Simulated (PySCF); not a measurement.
# CH2GaNO (SMILES N#[C][GaH][OH]) at HF/def2-TZVP

Aim: the vertical ionisation energy of CH2GaNO at HF/def2-TZVP, from 2 runs. 

The results are computed with PySCF 2.14.0.

### Step 1. The structure to begin with

CH2GaNO has 6 atoms, charge 0, and is taken as a singlet. As SMILES, `N#[C][GaH][OH]`. The shape comes from GFN2-xTB, which is rough for such elements, and wasn't checked as a minimum. This is one conformer, not always the lowest.

Bond lengths: N1–C2 1.146 Å, C2–Ga3 1.985 Å, Ga3–O4 1.690 Å, Ga3–H5 1.540 Å, O4–H6 0.951 Å. Angles: N1–C2–Ga3 177.3°, C2–Ga3–O4 112.1°, C2–Ga3–H5 120.9°, O4–Ga3–H5 127.0°, Ga3–O4–H6 156.5°.

### Step 2. A single-point energy at HF/def2-TZVP

Input file run.py:

```python
# N#[C][GaH][OH]
from pyscf import gto, scf

system = gto.M(
    atom=[
    ('N', (1.518790, -1.865140, 1.378610)),
    ('C', (0.999460, -1.077100, 0.727680)),
    ('Ga', (0.178360, 0.295220, -0.447630)),
    ('O', (-1.410450, 0.651240, 0.004930)),
    ('H', (0.970070, 0.912550, -1.616000)),
    ('H', (-2.256220, 1.083230, -0.047590)),
],
    basis='def2-tzvp',
    max_memory=1860,
    verbose=4,
)

myscf = scf.RHF(system)
myscf.conv_tol = 1e-10
myscf.kernel()
if not myscf.converged:
    myscf = myscf.newton().run(myscf.mo_coeff, myscf.mo_occ)

energy = myscf.e_tot
print('E(%s) = %.9f' % ('HF', energy))
```

Started as:

```sh
$ OMP_NUM_THREADS=1 python run.py
```

What it wrote:

```text
PySCF version 2.14.0

[INPUT] num. atoms = 6
[INPUT] num. electrons = 54
[INPUT] charge = 0
[INPUT] spin (= nelec alpha-beta = 2S) = 0
[INPUT] symmetry False subgroup None
[INPUT] Mole.unit = angstrom
[INPUT] Symbol           X                Y                Z      unit          X                Y                Z       unit  Magmom
[INPUT]  1 N      1.518790000000  -1.865140000000   1.378610000000 AA    2.870097140728  -3.524603783971   2.605195332587 Bohr   0.0
[INPUT]  2 C      0.999460000000  -1.077100000000   0.727680000000 AA    1.888705672458  -2.035424008769   1.375115906324 Bohr   0.0
[INPUT]  3 Ga     0.178360000000   0.295220000000  -0.447630000000 AA    0.337051551577   0.557884946494  -0.845898105139 Bohr   0.0
[INPUT]  4 O     -1.410450000000   0.651240000000   0.004930000000 AA   -2.665364212393   1.230665241362   0.009316349794 Bohr   0.0
[INPUT]  5 H      0.970070000000   0.912550000000  -1.616000000000 AA    1.833166621657   1.724469574972  -3.053797417297 Bohr   0.0
[INPUT]  6 H     -2.256220000000   1.083230000000  -0.047590000000 AA   -4.263637876766   2.047008029913  -0.089932066268 Bohr   0.0

nuclear repulsion = 225.386994778614
number of shells = 57
number of NR pGTOs = 254
number of NR cGTOs = 153
basis = def2-tzvp
ecp = {}

******** <class 'pyscf.scf.hf.RHF'> ********
method = RHF
initial guess = minao
damping factor = 0
level_shift factor = 0
DIIS = <class 'pyscf.scf.diis.CDIIS'>
diis_start_cycle = 1
diis_space = 8
diis_damp = 0
SCF conv_tol = 1e-10
SCF conv_tol_grad = None
SCF max_cycles = 50
direct_scf = True
direct_scf_tol = 1e-13
Set gradient conv threshold to 1e-05
Initial guess from minao.
init E= -2091.37245329906
  HOMO = -0.338477280395253  LUMO = -0.00556747076164128  gap/eV = 9.05894
cycle= 1 E= -2091.56344511651  delta_E= -0.191  |g|= 0.733  |ddm|= 2.03
  HOMO = -0.416507153655139  LUMO = 0.0103468797969128  gap/eV = 11.61529
cycle= 2 E= -2091.62482967302  delta_E= -0.0614  |g|= 0.602  |ddm|= 0.665
  HOMO = -0.469341022412346  LUMO = 0.0297675446355257  gap/eV = 13.58144
cycle= 3 E= -2091.6824494346  delta_E= -0.0576  |g|= 0.0591  |ddm|= 0.284
  HOMO = -0.463790488447968  LUMO = 0.0350742230794907  gap/eV = 13.57480
cycle= 4 E= -2091.68380929429  delta_E= -0.00136  |g|= 0.0366  |ddm|= 0.0827
  HOMO = -0.466099256798105  LUMO = 0.0369008557032657  gap/eV = 13.68733
cycle= 5 E= -2091.68410042218  delta_E= -0.000291  |g|= 0.00687  |ddm|= 0.0262
  HOMO = -0.466388768515017  LUMO = 0.036451126058644  gap/eV = 13.68297
cycle= 6 E= -2091.68412344884  delta_E= -2.3e-05  |g|= 0.00241  |ddm|= 0.00855
  HOMO = -0.466238055176201  LUMO = 0.0364949254360738  gap/eV = 13.68006
cycle= 7 E= -2091.68412614076  delta_E= -2.69e-06  |g|= 0.00104  |ddm|= 0.00264
  HOMO = -0.466313879642416  LUMO = 0.036555345757705  gap/eV = 13.68377
cycle= 8 E= -2091.6841266873  delta_E= -5.47e-07  |g|= 0.000487  |ddm|= 0.000974
  HOMO = -0.466371283999111  LUMO = 0.0365774868406348  gap/eV = 13.68593
cycle= 9 E= -2091.68412693009  delta_E= -2.43e-07  |g|= 0.000235  |ddm|= 0.000658
  HOMO = -0.466368750414489  LUMO = 0.0365869067097435  gap/eV = 13.68612
cycle= 10 E= -2091.68412702278  delta_E= -9.27e-08  |g|= 9.4e-05  |ddm|= 0.000484
  HOMO = -0.466390268009706  LUMO = 0.0365861988237768  gap/eV = 13.68669
cycle= 11 E= -2091.68412703626  delta_E= -1.35e-08  |g|= 2.02e-05  |ddm|= 0.000225
  HOMO = -0.466388690974391  LUMO = 0.0365866499641356  gap/eV = 13.68666
cycle= 12 E= -2091.68412703666  delta_E= -4e-10  |g|= 6.46e-06  |ddm|= 3.97e-05
  HOMO = -0.466389368864474  LUMO = 0.0365862340878351  gap/eV = 13.68666
cycle= 13 E= -2091.68412703667  delta_E= -9.09e-12  |g|= 2.3e-06  |ddm|= 1.09e-05
  HOMO = -0.466389427674366  LUMO = 0.0365863401927982  gap/eV = 13.68667
Extra cycle  E= -2091.68412703668  delta_E= -1.36e-11  |g|= 1.52e-06  |ddm|= 2.56e-06
converged SCF energy = -2091.68412703668
E(HF) = -2091.684127037
```

Run time: 12 s. Hardware: 1 thread of Arm Neoverse N1, shared host; peak memory 0.63 GiB.

### Step 3. The doublet cation at the same level

Input file calc.py:

```python
from pyscf import gto, scf

molecule = gto.M(
    atom='''
N      2.870097    -3.524604     2.605195
C      1.888706    -2.035424     1.375116
Ga     0.337052     0.557885    -0.845898
O     -2.665364     1.230665     0.009316
H      1.833167     1.724470    -3.053797
H     -4.263638     2.047008    -0.089932
''',
    max_memory=1860,
    charge=1,
    spin=1,
    unit='bohr',
    basis='def2-tzvp',
    verbose=4,
)

hf = scf.UHF(molecule)
hf.conv_tol = 1e-10
hf.kernel()
if not hf.converged:
    hf = hf.newton().run(hf.mo_coeff, hf.mo_occ)

e_final = hf.e_tot
print('E = %.10f Eh' % e_final)
```

Started as:

```sh
$ OMP_NUM_THREADS=1 python calc.py
```

What it wrote:

```text
PySCF version 2.14.0

[INPUT] num. atoms = 6
[INPUT] num. electrons = 53
[INPUT] charge = 1
[INPUT] spin (= nelec alpha-beta = 2S) = 1
[INPUT] symmetry False subgroup None
[INPUT] Mole.unit = bohr
[INPUT] Symbol           X                Y                Z      unit          X                Y                Z       unit  Magmom
[INPUT]  1 N      1.518789925530  -1.865140114317   1.378609824003 AA    2.870097000000  -3.524604000000   2.605195000000 Bohr   0.0
[INPUT]  2 C      0.999460173328  -1.077099995360   0.727680049571 AA    1.888706000000  -2.035424000000   1.375116000000 Bohr   0.0
[INPUT]  3 Ga     0.178360237295   0.295220028314  -0.447629944363 AA    0.337052000000   0.557885000000  -0.845898000000 Bohr   0.0
[INPUT]  4 O     -1.410449887607   0.651239872277   0.004929814897 AA   -2.665364000000   1.230665000000   0.009316000000 Bohr   0.0
[INPUT]  5 H      0.970070200211   0.912550224915  -1.615999779176 AA    1.833167000000   1.724470000000  -3.053797000000 Bohr   0.0
[INPUT]  6 H     -2.256220065213   1.083229984171  -0.047589964932 AA   -4.263638000000   2.047008000000  -0.089932000000 Bohr   0.0

nuclear repulsion = 225.386997955533
number of shells = 57
number of NR pGTOs = 254
number of NR cGTOs = 153
basis = def2-tzvp
ecp = {}

[... 98 lines left out ...]
SCF not converged.
SCF energy = -2091.23532638888 after 50 cycles  <S^2> = 0.96396882  2S+1 = 2.2036051
[... 1 line left out ...]
******** <class 'pyscf.soscf.newton_ah.SecondOrderUHF'> ********
method = SecondOrderUHF
initial guess = minao
damping factor = 0
level_shift factor = 0
DIIS = <class 'pyscf.scf.diis.CDIIS'>
diis_start_cycle = 1
diis_space = 8
diis_damp = 0
SCF conv_tol = 1e-10
SCF conv_tol_grad = None
SCF max_cycles = 50
direct_scf = True
direct_scf_tol = 1e-13
number electrons alpha = 27  beta = 26
******** <class 'pyscf.scf.uhf.UHF'> Newton solver flags ********
SCF tol = 1e-10
conv_tol_grad = None
max. SCF cycles = 50
direct_scf = True
direct_scf_tol = 1e-13
max_cycle_inner = 12
max_stepsize = 0.05
ah_start_tol = 1e+09
ah_level_shift = 0
ah_conv_tol = 1e-12
ah_lindep = 1e-14
ah_start_cycle = 1
ah_max_cycle = 40
ah_grad_trust_region = 2.5
kf_interval = 4
kf_trust_region = 5
canonicalization = True
Set conv_tol_grad to 1e-05
[... the frontier-level lines of each cycle are left out ...]
Initial guess E= -2091.23532638888  |g|= 8.49369e-05
macro= 0  E= -2091.23532638094  delta_E= 7.93261e-09  |g|= 8.49369e-05  1 KF 5 JK
macro= 1  E= -2091.23532636274  delta_E= 1.82049e-08  |g|= 4.41014e-05  2 KF 19 JK
macro= 2  E= -2091.23532636273  delta_E= 1.04592e-11  |g|= 3.3241e-06  1 KF 2 JK
Canonicalize SCF orbitals
macro X = 3  E=-2091.23532636273  |g|= 3.3241e-06  total 5 KF 30 JK
converged SCF energy = -2091.23532636273  <S^2> = 0.96443213  2S+1 = 2.2040255
E = -2091.2353263627 Eh
```

It took 69 s on 1 thread of Arm Neoverse N1, shared host; peak memory 0.64 GiB.

### Step 4. What came out

At HF/def2-TZVP:

| quantity | value |
| --- | --- |
| singlet CH2GaNO: total energy | -2091.68413 Eh |
| singlet CH2GaNO: dipole moment | 5.05 D |
| singlet CH2GaNO: HOMO energy | -12.69 eV |
| singlet CH2GaNO: LUMO energy | 1.00 eV |
| singlet CH2GaNO: HOMO–LUMO gap | 13.69 eV |
| doublet cation: total energy | -2091.23533 Eh |
| doublet cation: HOMO energy (highest over α and β) | -15.80 eV |
| doublet cation: LUMO energy (lowest over α and β) | -10.91 eV |
| doublet cation: ⟨S²⟩ | 0.964 |
| vertical ionisation energy (to the doublet cation) | 12.212 eV |

**Reading.** Removing an electron at fixed nuclei costs 12.21 eV (282 kcal/mol). −ε(HOMO) before ionisation, 12.69 eV, is 0.48 eV above this ionisation energy. ⟨S²⟩ (doublet cation) is 0.96 where a pure doublet has 0.75: the reference is spin-contaminated. Mulliken charges (doublet cation) run from -0.52 on O4 to +0.89 on Ga3.
